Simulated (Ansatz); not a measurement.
**The bismuth atom: how energies converge with the basis set**

How large a basis does the bismuth atom need? Two functionals are run in growing sets.

Computed with Ansatz 0.2.0, Gaussian basis. Level: one geometry, several basis sets.

Levels to be run: PBE0/def2-SVP; ωB97M-V/def2-SVP; PBE0/def2-QZVPP; ωB97M-V/def2-QZVPP; the functionals' def2-TZVPP values are taken from earlier runs.

### Step 1. The atom

SMILES `[Bi]`, 1 atom, charge 0, spin multiplicity 4.

Bi takes the def2 core potential; no spin-orbit term is included.

### Step 2. PBE0 in def2-SVP

in.yaml

```yaml
crystal:
  periodic: [false, false, false]
  atoms:
    - {symbol: Bi, position_ang: [0.000000, 0.000000, 0.000000]}
basis:
  gaussian: {orbitals: def2-SVP}
magnetization: {spin_polarized: true, initial_magnetization: 3}
hamiltonian: {xc: pbe0}
output: {orbitals: {seedname: orbitals}}
```

Further steps of the session: ωB97M-V in def2-SVP; PBE0 in def2-QZVPP; ωB97M-V in def2-QZVPP.

Q: Predict the results of all the runs planned. Wanted: PBE0: double and triple zeta above quadruple; ωB97M-V: double and triple zeta above quadruple.

**Answer**, as computed:

```
                                       quantity          value
   PBE0: double and triple zeta above quadruple  0.14, 0.02 eV
ωB97M-V: double and triple zeta above quadruple  0.15, 0.03 eV
```

What this shows: PBE0 gains 0.11 eV from double to triple zeta, then 0.02 eV more. These are total energies; as a rule much of such shifts cancels in differences, which this series doesn't test.
